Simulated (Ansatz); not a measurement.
**TiCl+ (triplet): geometry optimisation**

Where does this start of TiCl+ (triplet) end when it is relaxed?

Computed with Ansatz 0.2.0, Gaussian basis. Level: UKS PBE0/def2-TZVP.

## (1) The starting structure

2 atoms, charge 1, spin multiplicity 3.

Atoms are counted from 1 here; the program's logs count them from 0.

Bond lengths: Ti1–Cl2 2.470 Å.

Geometry (Å):

| atom | x (Å) | y (Å) | z (Å) |
| --- | --- | --- | --- |
| Ti1 | 0.00000 | 0.00000 | 0.00000 |
| Cl2 | 0.00000 | 0.00000 | 2.47000 |

The start is set by covalent radii. Sticks and bond lists go by distance. 

## (2) Relaxation

in.yaml reads:

```yaml
crystal:
  periodic: [false, false, false]
  atoms:
    - {symbol: Ti, position_ang: [0.000000, 0.000000, 0.000000]}
    - {symbol: Cl, position_ang: [0.000000, 0.000000, 2.470000]}
basis:
  gaussian: {orbitals: def2-TZVP}
total_charge: 1
magnetization: {spin_polarized: true, initial_magnetization: 2}
hamiltonian: {xc: pbe0}
relax: {f_tol: 0.004, max_steps: 80}
```

The run is started by

```bash
$ ansatz run in.yaml --threads 1 --pin off --events-out ev --progress --plain --max-ram 2176MiB
```

Before running it: what results should come out? Wanted: energy gained; shift from the start; total energy; ⟨S²⟩.

The runs gave:

```
                  quantity           value
                     steps               6
             energy gained        0.553 eV
shift from the start (rms)         0.151 Å
              total energy  -35621.3246 eV
                      ⟨S²⟩           2.006
```

What this shows: The bonds of the start are those of the end. Ti1–Cl2 went from 2.470 to 2.169 Å. No vibrations were run, so this is a stationary point, not a proven minimum, and this spin need not be the ground state's.
